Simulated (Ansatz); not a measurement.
NaLaMnMoO6:

```
Na La Mn Mo O
1.0
    -2.72294    2.72294    3.89889
     2.72294   -2.72294    3.89889
     2.72294    2.72294   -3.89889
Na La Mn Mo O
1 1 1 1 6
Direct
  0.25000 0.75000 0.50000
  0.75000 0.25000 0.50000
  0.50000 0.50000 0.00000
  0.00000 0.00000 0.00000
  0.20766 0.29607 0.50371
  0.29605 0.79234 0.08841
  0.79236 0.70395 0.49629
  0.70393 0.20764 0.91159
  0.25194 0.25194 0.00000
  0.74806 0.74806 0.00000
```

The cell was built by a generator and needn't be a form met in nature.

Base run:

| Item | Value |
| --- | --- |
| Program | Ansatz 0.2.0 |
| Functional | revPBE |
| Potentials or basis | Ansatz PAW |
| Cutoff | 420 eV (not typed: the program's choice for these potentials) |
| k mesh | 7 × 7 × 7 |
| Occupations | fermi-dirac, width 0.05 eV |
| Spin | collinear spin, ferromagnetic start |
| Starting moments | [0.0, 0.0, 4.0, 1.0, 0.0, 0.0, 0.0, 0.0, 0.0, 0.0] μB |

Its results: band gap on the k mesh none (metal or under the smearing width); pressure 3.9 GPa; net moment 2.02 μB per cell; site moments Na +0.00; La -0.01; Mn +2.30; Mo -0.38; O +0.01 μB; largest force 0.124 eV/Å.

Problem. After a change of settings the same cell gave: band gap on the k mesh none (metal or under the smearing width); pressure -1.4 GPa; net moment 2.37 μB per cell; site moments Na +0.00; La -0.01; Mn +2.78; Mo -0.48; O +0.01 μB; largest force 0.285 eV/Å. Which change was it?
A. functional from revPBE to r2SCAN; cutoff from 420 eV (not typed: the program's choice for these potentials) to 500 eV (not typed: the program's choice for these potentials)
B. functional from revPBE to PBEsol
C. functional from revPBE to r2SCAN0; cutoff from 420 eV (not typed: the program's choice for these potentials) to 500 eV (not typed: the program's choice for these potentials); k mesh from 7 × 7 × 7 to 3 × 3 × 3
D. functional from revPBE to PBE; hubbard terms from none to La f U = 2 eV, Mn d U = 2 eV, Mo d U = 2 eV; hubbard projectors from none to ortho-atomic (the default)

Solution. A.

Caveats: spin-orbit coupling is left out, which moves the levels of the heavy elements; a cell with one magnetic atom can't hold antiferromagnetic order, which such compounds often take; semilocal functionals often make such compounds metallic where correlation or magnetic order opens a gap, which also shifts bond lengths; the PAW data sets come from PBE, with cores solved anew for the run's functional, which leaves a small shift of forces and pressure; the starting moments weren't kept; the magnetic or orbital state may not be the lowest (some runs).
